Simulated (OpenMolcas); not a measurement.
# Ag⁴⁺ among point charges: CASSCF and CASPT2 levels and susceptibility

How does a field of 6 point charges split the states of Ag⁴⁺, and what χT follows?

The numbers are computed with OpenMolcas 26.06 (state-averaged CASSCF and CASPT2, spin-orbit coupling by RASSI with atomic mean-field integrals), except any that are marked as measured or tabulated.

**1. Starting point**

```
Species                           : Ag⁴⁺ (silver, Z = 47, 43 electrons)
Basis                             : ANO-RCC-VDZP [6s5p3d1f], 43 functions
Scalar Hamiltonian                : DKH2, point nucleus
Inactive shells                   : 1s 2s 2p 3s 3p 3d 4s 4p
Active space                      : 7 electrons in 5 orbitals (4d)
Some configurations of this space : 4d⁷
Orbitals                          : optimised for each spin and parity, averaged over all roots
```

Outer shells as boxes (Hund's rule):

4d7
```
4d [↑↓][↑↓][↑ ][↑ ][↑ ]
```

The ion sits among 6 point charges of -1.7 e arranged as a trigonal antiprism (D3d), 2.02 Å from the ion, with a polar angle of 63.0° against the regular 54.74°.

Each step is its own input file, run in one work folder so that later steps find the files of earlier ones. Labels, J, g values, rates, χT and fits are worked out afterwards by a script from the matrices that RASSI stores. The input lists half of the charges; inversion (Group=XYZ) makes the rest.

**2. One- and two-electron integrals**

Input file a.inp:

```
&GATEWAY
Coord
1

Ag 0.0 0.0 0.0
Basis=ANO-RCC-VDZP
Group=XYZ
NoMove
AngMom=0.0 0.0 0.0
AMFI
XField
3 Angstrom 0
0.000000 1.798967 0.918758 -1.700000
1.557951 -0.899484 0.918758 -1.700000
1.557951 0.899484 -0.918758 -1.700000
&SEWARD
```

On the command line:

```bash
$ OMP_NUM_THREADS=1 MOLCAS_MEM=1689 MOLCAS_PROJECT=a pymolcas a.inp > a.log
```

**3. Reference wave functions, quartets of even parity, 10 roots**

Input file a.inp:

```
&RASSCF
FileOrb=start.orb
Symmetry=1
Spin=4
nActEl=7 0 0
Inactive=9 9
Ras2=5 0
CIRoot=10 10 1
SDav=10
CIMx=300
Iter=120 100
PrWF=0.3
OrbListing=Nothing
MaxOrb=0
>>> COPY $Project.JobIph JOB001
```

start.orb holds the contracted functions of the basis, ordered by shell, or the orbitals of the step before.

**4. Reference wave functions, doublets of even parity, 40 roots**

Input file a.inp:

```
&RASSCF
FileOrb=start.orb
Symmetry=1
Spin=2
nActEl=7 0 0
Inactive=9 9
Ras2=5 0
CIRoot=40 40 1
SDav=40
CIMx=300
Iter=120 100
PrWF=0.3
OrbListing=Nothing
MaxOrb=0
>>> COPY $Project.JobIph JOB002
```

**5. RASSI: spin-orbit coupling between the states**

Input file a.inp:

```
&RASSI
NrOfJobIphs=2 10 40
1 2 3 4 5 6 7 8 9 10
1 2 3 4 5 6 7 8 9 10 11 12 13 14 15 16 17 18 19 20 21 22 23 24 25 26 27
28 29 30 31 32 33 34 35 36 37 38 39 40
IphNames
JOB001
JOB002
EJob
SpinOrbit
DIPRint=1.0
SOCoupling=1000.0
Subsets=2
Property=9
'ANGMOM' 1 'ANGMOM' 2 'ANGMOM' 3 'MLTPL  1' 1 'MLTPL  1' 2 'MLTPL  1' 3
'AMFI' 1 'AMFI' 2 'AMFI' 3
SOProperty=3
'ANGMOM' 1 'ANGMOM' 2 'ANGMOM' 3
```

**6. CASPT2: IPEA 0.25, imaginary shift 0.1 (closed shells correlated: 4s 4p)**

Input file a.inp:

```
>>> COPY JOB001 $Project.JobIph
&CASPT2
Multistate=10 1 2 3 4 5 6 7 8 9 10
NoMult
Frozen=8 6
IPEA=0.25
Imaginary=0.1
MaxIter=60
WThr=0.0 0.3 0.05
PrWF=0.5
NoMix
>>> COPY JOB002 $Project.JobIph
&CASPT2
Multistate=40 1 2 3 4 5 6 7 8 9 10 11 12 13 14 15 16 17 18 19 20 21 22
23 24 25 26 27 28 29 30 31 32 33 34 35 36 37 38 39 40
NoMult
Frozen=8 6
IPEA=0.25
Imaginary=0.1
MaxIter=60
WThr=0.0 0.3 0.05
PrWF=0.5
NoMix
```

(Steps that only read results are left out.)

Q: Predict the outcome of this session. Wanted: spin-free ground state; first state of the same spin within the active space; lowest level; next level.

As calculated:

| quantity | value |
| --- | --- |
| method | SS-CASPT2, IPEA 0.25, imaginary shift 0.1 (closed shells correlated: 4s 4p) |
| spin-free ground state | 4E, 2-fold in its orbital part |
| first state of the same spin within the active space | 4A2 at 416 cm⁻¹ |
| lowest level | 2-fold E1/2, g = 1.37, 6.05, 6.05 |
| next level | 577.1 cm⁻¹ |
| χT at 300 K | 3.89 cm³ K/mol |
| effective moment at 300 K | 5.58 μB |

Cost by method:

| method | time of its own steps | time with the reference |
| --- | --- | --- |
| A. CASSCF | 14 s | 14 s |
| B. SS-CASPT2, IPEA 0.25, imaginary shift 0.1, +4s 4p | 4.2 s | 18 s |

Times are of one thread on a shared host.

The spin-free ground state (4E) comes to 94 % from free-ion F terms and keeps the highest spin of the shell. χT at 300 K is 3.89, against 1.88 cm³ K/mol for the spin alone, so orbital moment adds to it. An active space of the d shell alone favours high spin; real ions in strong fields can be low spin. CASPT2 does not keep the components of a term degenerate, and the means are used. The field of point charges can differ much from that of real complexes. With metal d orbitals alone active, the gaps between spin states are rough; where two lie within a few thousand cm-1, their order is open. This is an electrostatic model: the charges have no orbitals.
